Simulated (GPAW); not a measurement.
# GaGe in GPAW: convergence with basis set

Input of the first run (basis set lcao:sz(dzp)); the others differ in this setting and in those tied to it:

File run.py:

```python
from ase.dft.bandgap import bandgap
from ase.io import read, write
from gpaw import GPAW

atoms = read('GaGe.xyz')

calc = GPAW(mode='lcao',
            h=0.16,
            basis='sz(dzp)',
            xc='PBE',
            kpts={'size': (5, 5, 5), 'gamma': True},
            occupations={'name': 'fermi-dirac', 'width': 0.05},
            convergence={'density': 1e-05, 'energy': 1e-05},
            maxiter=100,
            txt='gpaw.txt')
atoms.calc = calc
energy = atoms.get_potential_energy()
forces = atoms.get_forces()
calc.write('gs.gpw')
write('result.traj', atoms)
print(f'Energy: {energy:.6f} eV')
print('Forces (eV/A):')
print(forces.round(4))
print('Fermi level:', round(calc.get_fermi_level(), 4), 'eV')
print(f'Gap: {bandgap(calc)[0]:.4f} eV, direct: {bandgap(calc, direct=True)[0]:.4f} eV')
```

Contents of GaGe.xyz:

```xyz
2
Lattice="0.0000000000 2.8978440000 2.8978440000 2.8978440000 0.0000000000 2.8978440000 2.8978440000 2.8978440000 0.0000000000" Properties=species:S:1:pos:R:3 pbc="T T T"
Ge     0.0052335063      0.0057377311     -0.0094759499
Ga     1.4500492613      1.4605713329      1.4412340199
```

Potentials or basis: GPAW PAW data sets (gpaw-data 1.2.1), lcao:sz(dzp).

The run is started by

```console
$ OMP_NUM_THREADS=1 python run.py
```

The cell isn't the ideal one: atoms moved at random, drawn with an rms of 0.02 Å.

The cell comes from a database or a generator and needn't be the stable form of this composition.

Hardware: 1 thread of Intel(R) Xeon(R) 6975P-C (Granite Rapids) (shared host).

Question: The values tried are lcao:sz(dzp), lcao:szp(dzp), lcao:dz(dzp), lcao:dzp, fd, pw, loosest first. From which on does the largest force stay within 0.005 eV/Å of the tightest run that finished?

Answer: From lcao:dz(dzp) on.

| basis set | energy less the tightest run, at zero smearing (meV/atom) | largest force (eV/Å) | SCF cycles | CPU time (s) | peak memory (GiB) |
| --- | --- | --- | --- | --- | --- |
| lcao:sz(dzp) | 342.23 | 0.053 | 8 | 37 | 0.16 |
| lcao:szp(dzp) | 301.12 | 0.051 | 7 | 140 | 0.18 |
| lcao:dz(dzp) | 155.39 | 0.048 | 9 | 57 | 0.17 |
| lcao:dzp | 118.16 | 0.048 | 9 | 200 | 0.18 |
| fd | 4.04 | 0.046 | 10 | 30 | 0.29 |
| pw | 0.00 | 0.046 | 9 | 11 | 0.18 |

Not settled before the last step: the energy (to 1 meV/atom). The tightest run that finished is the yardstick and may itself not be fully converged.

Caveat, for the tightest run too: the k mesh is coarse (spacing up to 0.38 Å⁻¹), so the values aren't converged.
